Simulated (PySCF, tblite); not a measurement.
**C8H12+ (doublet): geometry, infrared bands and EPR parameters**

Aim: predict the infrared bands and EPR parameters of C8H12+ (doublet) (`CC[C+]1[CH]C=CCC1`).

The runs use tblite 0.8.0 and PySCF 2.14.0, with density-fitted response routines of our own; the level of theory stands in each step. All values are computed, except where a source is named. Atoms are numbered from 0 throughout.

## 1. The molecule as given

20 atoms, charge 1, multiplicity 2; geometry from: force field or distance geometry start.

Bonds of the start (Å): C0–C1 1.49, C1–C2 1.48, C2–C3 1.51, C3–C4 1.50, C4–C5 1.32, C5–C6 1.47, C6–C7 1.51, C7–C2 1.50, C0–H8 1.10, C0–H9 1.12, C0–H10 1.12, C1–H11 1.14, C1–H12 1.09, C3–H13 1.11, C4–H14 1.11, C5–H15 1.09, C6–H16 1.13, C6–H17 1.12, C7–H18 1.13, C7–H19 1.09.

## 2. Optimising the geometry with GFN2-xTB

What the job is given:

```
{"job": {"kind": "relax", "xc": "GFN2-xTB", "basis": "xTB"}, "charge": 1, "multiplicity": 2}
C      2.331700     0.824300     0.395700
C      1.670900    -0.266100    -0.384200
C      0.287500    -0.589700     0.042800
C     -0.517700    -1.666400    -0.652600
C     -1.623700    -0.887700    -1.300000
C     -2.156400     0.146100    -0.685100
C     -1.762400     0.638600     0.646300
C     -0.422300     0.137100     1.141600
H      1.699700     1.696800     0.617700
H      2.857800     0.419200     1.297400
H      3.152700     1.215100    -0.257300
H      2.284200    -1.198100    -0.155800
H      1.708600    -0.103400    -1.464300
H      0.178800    -2.122300    -1.385700
H     -1.967200    -1.188300    -2.306400
H     -2.952500     0.683300    -1.197700
H     -1.721900     1.763000     0.681400
H     -2.541200     0.337300     1.393200
H     -0.695300    -0.679400     1.880000
H      0.183500     0.851200     1.690100
```

Run with:

```bash
> OMP_NUM_THREADS=1 python probes_run.py task.json out
```

One launch serves the whole session: the jobs run in the order shown.

**Question.** This job is followed by: GFN2-xTB harmonic vibrations, gas phase; UKS B3LYP, pcH-1 on C H, non-relativistic, mean-field spin-orbit, GIAO. What will the session give for the following? strongest single infrared mode (GFN2-xTB); zero-point energy (GFN2-xTB); g(iso) (B3LYP); ⟨S²⟩; largest a(iso) (averaged by class).

The runs gave:

| quantity | value |
| --- | --- |
| strongest single infrared mode (GFN2-xTB) | 1370 cm⁻¹, 229 km/mol |
| zero-point energy (GFN2-xTB) | 108.0 kcal/mol |
| g(iso) (B3LYP) | 2.00274 |
| ⟨S²⟩ | 0.758 (exact 0.75) |
| largest a(iso) (averaged by class) | 1H on H16, H17, 93.0 MHz |

What this shows: Over 110 steps the energy fell by 2.069 eV; of the close pairs, C2–C3 changed most, 1.514 to 1.380 Å. The lowest mode is imaginary (53i cm⁻¹), so the xTB geometry is not a minimum: the zero-point energy counts the real modes alone, and all values at this geometry belong to a saddle point. The strongest single mode, at 1370 cm⁻¹, has its largest shares on H17, H16, H11 and H12 (the list is cut at 4 atoms). GFN2-xTB is a fitted tight-binding method: band positions and strengths are rough. Its intensities can rank the bands wrongly. The largest spin populations lie on C5 (0.40 e), C2 (0.29 e). The isotropic g lies 0.4 ppt above the free-electron value. These values are for one conformer; the search (at its own cheap level) found 2 more, at 0.98, 1.09 kcal/mol, and measured spectra average over such forms.
